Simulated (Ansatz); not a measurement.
From input file to script: CH₆BBrSi₂, SMILES [SiH3]C1B[SiH]1Br in Ansatz 0.2.0.

```yaml
crystal:
  periodic: [false, false, false]
  atoms:
    - { symbol: Si, position_ang: [-1.2489, -0.0741, 1.0487] }
    - { symbol: C, position_ang: [0.0088, 0.6346, -0.1161] }
    - { symbol: B, position_ang: [1.4284, 0.157, 0.2574] }
    - { symbol: Si, position_ang: [0.5491, -0.5014, -1.3951] }
    - { symbol: Br, position_ang: [1.5133, 0.3585, -3.2089] }
    - { symbol: H, position_ang: [-1.2972, 0.7736, 2.2774] }
    - { symbol: H, position_ang: [-1.0009, -1.438, 1.3594] }
    - { symbol: H, position_ang: [-2.5743, 0.0975, 0.3832] }
    - { symbol: H, position_ang: [-0.0466, 1.7192, -0.3776] }
    - { symbol: H, position_ang: [2.4091, 0.1829, 1.0012] }
    - { symbol: H, position_ang: [0.3245, -1.9667, -1.2089] }
basis:
  gaussian:
    orbitals: def2-SVP
hamiltonian:
  xc: pbe0
output:
  forces: true
```

`ch6bbrsi2.py`
```python
"""Single point of CH6BBrSi2."""

import ansatz as az
import numpy as np

params = {
    "basis": "def2-SVP",
    "functional": "pbe0",
}

ch6bbrsi2 = (
    az.Crystal.molecule()
    .atom("Si", [-1.2489, -0.0741, 1.0487])
    .atom("C", [0.0088, 0.6346, -0.1161])
    .atom("B", [1.4284, 0.157, 0.2574])
    .atom("Si", [0.5491, -0.5014, -1.3951])
    .atom("Br", [1.5133, 0.3585, -3.2089])
    .atom("H", [-1.2972, 0.7736, 2.2774])
    .atom("H", [-1.0009, -1.438, 1.3594])
    .atom("H", [-2.5743, 0.0975, 0.3832])
    .atom("H", [-0.0466, 1.7192, -0.3776])
    .atom("H", [2.4091, 0.1829, 1.0012])
    .atom("H", [0.3245, -1.9667, -1.2089])
)

base = ch6bbrsi2.calculation().basis(gaussian=params["basis"]).functional(params["functional"]).forces()
res = base.run(threads=1, pin="off")
data = res.report

for key in ("converged", "free_energy_ev", "reference_energy_ev", "n_frozen", "n_occupied", "n_virtual"):
    print(f"{key:22s} {data[key]}")

field = data["mean_field"]
print("<S^2> =", round(abs(field["state"]["spin_squared"]), 4), " relativity:", field["relativity"])
print("passes:", field["passes"])
if "symmetry" in field:
    print("occupied orbitals by irrep:", field["symmetry"]["occupied"])

symbols = [site.symbol for site in ch6bbrsi2.cartesian_sites]
print("forces (eV/A)")
for symbol, f in zip(symbols, data["forces_ev_ang"]):
    print(f"  {symbol:2s} {f[0]:9.4f} {f[1]:9.4f} {f[2]:9.4f}")

charges = data["charge_distribution"]
print("dipole moment", round(4.803205 * float(np.linalg.norm(charges["dipole_moment_e_ang"])), 3), "D")
print("Mulliken:", [(s, round(q, 3)) for s, q in zip(symbols, charges["mulliken_charges_e"])])
```

```console
$ python ch6bbrsi2.py
converged              True
free_energy_ev         -87579.40838239796
reference_energy_ev    -87579.40838239796
n_frozen               0
n_occupied             [40, 40]
n_virtual              [86, 86]
<S^2> = 0.0  relativity: none
passes: {'evaluations': 15, 'products': 12}
occupied orbitals by irrep: [{'A': 40}, {'A': 40}]
forces (eV/A)
  Si   -1.1487    2.1388   -0.1497
  C     0.2694    1.8438    1.0411
  B     0.7227   -0.5711   -0.4731
  Si    1.8847   -1.5329   -0.3524
  Br   -0.2698   -0.1738   -0.0969
  H     0.1131   -0.1643    0.1566
  H     0.3734   -1.4156    0.2823
  H    -0.1202   -0.2588    0.0187
  H    -0.5482   -0.4491    0.4474
  H    -0.8121    0.3633   -0.2310
  H    -0.4641    0.2197   -0.6431
dipole moment 1.365 D
Mulliken: [('Si', 0.38), ('C', -0.45), ('B', -0.001), ('Si', 0.273), ('Br', -0.225), ('H', -0.053), ('H', -0.056), ('H', -0.051), ('H', 0.138), ('H', 0.04), ('H', 0.005)]
```

What to keep in mind:
- Total energies depend on the basis set; only differences at equal settings carry meaning.
- The geometry is a force-field or estimated start, not a minimum of this method, and the basis set is short of its limit.
- Wall time of the script: 7 s on 1 thread of Arm Neoverse V2, on a shared host, peak memory 0.38 GiB.

(A comment or docstring line of the script was reworded after the run, the code is as it ran; lines on the test bed's own set-up are left out of the output.)
